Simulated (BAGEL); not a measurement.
**HF/STO-3G (density fitting with qzvpp-jkfit) run of AlH2OF3 (SMILES [OH2+][Al-]([F])([F])[F])**

What is the energy change on altering one bond length of AlH2OF3 at HF/STO-3G (density fitting with qzvpp-jkfit)? 

Program for the calculation: BAGEL 1.2.2.

1 further run of the same task is left out (set aside as unsound or not needed).

### 1 Starting point

AlH2OF3: 7 atoms, total charge 0, spin state singlet. As SMILES, `[OH2+][Al-]([F])([F])[F]`. The coordinates come from a PBE0-D4/def2-TZVP relaxation.

Bond lengths: O1–Al2 1.937 Å, Al2–F3 1.655 Å, Al2–F4 1.644 Å, Al2–F5 1.655 Å, O1–H6 0.965 Å, O1–H7 0.965 Å. Angles: O1–Al2–F3 96.2°, O1–Al2–F4 105.3°, O1–Al2–F5 96.2°, F3–Al2–F4 117.2°, F3–Al2–F5 118.0°, F4–Al2–F5 117.2°, Al2–O1–H6 112.3°, Al2–O1–H7 112.3°, H6–O1–H7 108.5°.

### 2 A single-point energy at HF/STO-3G (density fitting with qzvpp-jkfit)

job.json

```json
{ "bagel": [

{
  "title": "molecule",
  "basis": "sto-3g",
  "df_basis": "qzvpp-jkfit",
  "angstrom": true,
  "geometry": [
    { "atom": "O", "xyz": [   -0.871000,    0.586100,    0.358000 ] },
    { "atom": "Al", "xyz": [    0.496000,   -0.551000,   -0.409900 ] },
    { "atom": "F", "xyz": [    0.962500,   -1.255200,    1.013300 ] },
    { "atom": "F", "xyz": [   -0.290400,   -1.501300,   -1.496900 ] },
    { "atom": "F", "xyz": [    1.430100,    0.675100,   -1.012400 ] },
    { "atom": "H", "xyz": [   -0.962400,    0.456200,    1.310000 ] },
    { "atom": "H", "xyz": [   -0.703600,    1.522000,    0.192000 ] }
  ]
},
{
  "title": "hf"
},
{
  "title": "print",
  "file": "orbitals.molden",
  "orbitals": true
}

]}
```

Command:

```sh
$ BAGEL_NUM_THREADS=1 BAGEL job.json > job.out
```

Output:

```text
* using 1 threads per process

  ===============================================================
  ===============================================================

  *** Geometry ***

  { "atom" : "O", "xyz" : [     -1.645951,      1.107568,      0.676522 ] },
  { "atom" : "Al", "xyz" : [      0.937304,     -1.041239,     -0.774599 ] },
  { "atom" : "F", "xyz" : [      1.818861,     -2.371984,      1.914859 ] },
  { "atom" : "F", "xyz" : [     -0.548776,     -2.837046,     -2.828731 ] },
  { "atom" : "F", "xyz" : [      2.702497,      1.275754,     -1.913159 ] },
  { "atom" : "H", "xyz" : [     -1.818672,      0.862093,      2.475541 ] },
  { "atom" : "H", "xyz" : [     -1.329611,      2.876163,      0.362827 ] },

  Number of auxiliary basis functions:      472

  Since a DF basis is specified, we compute 2- and 3-index integrals:
    o Being stored without compression. Storage requirement is 0.004 GB

  Number of basis functions:       31
  Number of electrons      :       50

    * METHOD: MOLECULE                             0.14

  *** RHF ***

  === Nuclear Repulsion ===
   252.1743208248

      * DIIS with orbital gradients will be used.

  === RHF iteration (sto-3g) ===
      0       -608.13882298          0.01840706           0.02
      1       -608.26861216          0.00326838           0.02
      2       -608.27233113          0.00088856           0.02
      3       -608.27277490          0.00014984           0.02
      4       -608.27278747          0.00002903           0.02
      5       -608.27278795          0.00000699           0.02
      6       -608.27278798          0.00000155           0.02
      7       -608.27278798          0.00000037           0.02
      8       -608.27278798          0.00000008           0.02
      9       -608.27278798          0.00000002           0.02
     10       -608.27278798          0.00000000           0.02
    * SCF iteration converged.

    * Permanent dipole moment:
           (    0.997885,    -1.352010,    -1.058107) a.u.

    * METHOD: HF                                   0.29

    * METHOD: PRINT                                0.00

  ===============================================================
```

Wall time 0.58 s (1 thread of Arm Neoverse V2, shared host).

### 3 The distorted shape, same level

input.json

```json
{ "bagel": [

{
  "title": "molecule",
  "basis": "sto-3g",
  "df_basis": "qzvpp-jkfit",
  "angstrom": true,
  "geometry": [
    { "atom": "O", "xyz": [      -0.896109,       0.445721,       0.382899 ] },
    { "atom": "Al", "xyz": [       0.470891,      -0.691379,      -0.385001 ] },
    { "atom": "F", "xyz": [       0.937391,      -1.395579,       1.038199 ] },
    { "atom": "F", "xyz": [      -0.315509,      -1.641679,      -1.472001 ] },
    { "atom": "F", "xyz": [       1.404991,       0.534721,      -0.987501 ] },
    { "atom": "H", "xyz": [      -0.987509,       0.315821,       1.334899 ] },
    { "atom": "H", "xyz": [      -0.703600,       1.522000,       0.192000 ] }
  ]
},

{ "title": "hf" },

{ "title": "print", "file": "orbitals.molden", "orbitals": true }

]}
```

Command:

```sh
$ BAGEL_NUM_THREADS=1 BAGEL input.json > input.out
```

Output:

```text
* using 1 threads per process

  ===============================================================
  ===============================================================

  *** Geometry ***

  { "atom" : "O", "xyz" : [     -1.693401,      0.842291,      0.723574 ] },
  { "atom" : "Al", "xyz" : [      0.889855,     -1.306517,     -0.727546 ] },
  { "atom" : "F", "xyz" : [      1.771412,     -2.637262,      1.961912 ] },
  { "atom" : "F", "xyz" : [     -0.596226,     -3.102324,     -2.781679 ] },
  { "atom" : "F", "xyz" : [      2.655048,      1.010476,     -1.866106 ] },
  { "atom" : "H", "xyz" : [     -1.866122,      0.596815,      2.522594 ] },
  { "atom" : "H", "xyz" : [     -1.329611,      2.876163,      0.362827 ] },

  Number of auxiliary basis functions:      472

  Since a DF basis is specified, we compute 2- and 3-index integrals:
    o Being stored without compression. Storage requirement is 0.004 GB

  Number of basis functions:       31
  Number of electrons      :       50

    * METHOD: MOLECULE                             0.13

  *** RHF ***

  === Nuclear Repulsion ===
   251.3685763671

      * DIIS with orbital gradients will be used.

  === RHF iteration (sto-3g) ===
      0       -608.12131307          0.01849593           0.02
      1       -608.25253229          0.00329940           0.02
      2       -608.25640096          0.00091860           0.02
      3       -608.25687897          0.00015092           0.02
      4       -608.25689186          0.00003026           0.02
      5       -608.25689238          0.00000834           0.02
      6       -608.25689242          0.00000208           0.02
      7       -608.25689242          0.00000053           0.02
      8       -608.25689242          0.00000012           0.02
      9       -608.25689242          0.00000003           0.02
     10       -608.25689242          0.00000001           0.02
    * SCF iteration converged.

    * Permanent dipole moment:
           (    0.992794,    -1.378388,    -1.040267) a.u.

    * METHOD: HF                                   0.31

    * METHOD: PRINT                                0.00

  ===============================================================
```

Wall time 0.6 s (1 thread of Arm Neoverse V2, shared host).

### 4 Summary of results

At HF/STO-3G (density fitting with qzvpp-jkfit):

| quantity | value |
| --- | --- |
| first shape: total energy | -608.27279 Eh |
| first shape: dipole moment | 5.05 D |
| first shape: HOMO energy | -8.80 eV |
| first shape: LUMO energy | 11.77 eV |
| first shape: HOMO–LUMO gap | 20.57 eV |
| distorted shape: total energy | -608.25689 Eh |
| distorted shape: dipole moment | 5.06 D |
| distorted shape: HOMO energy | -8.79 eV |
| distorted shape: LUMO energy | 9.84 eV |
| distorted shape: HOMO–LUMO gap | 18.62 eV |
| energy change with the O1–H7 bond stretched from 0.965 to 1.110 Å | 0.433 eV |

**Reading.** With the O1–H7 bond stretched from 0.965 to 1.110 Å the energy rises by 0.43 eV (10.0 kcal/mol). The first shape isn't relaxed at this level, so the change isn't measured from a minimum. The minimal basis adds a large error of its own.
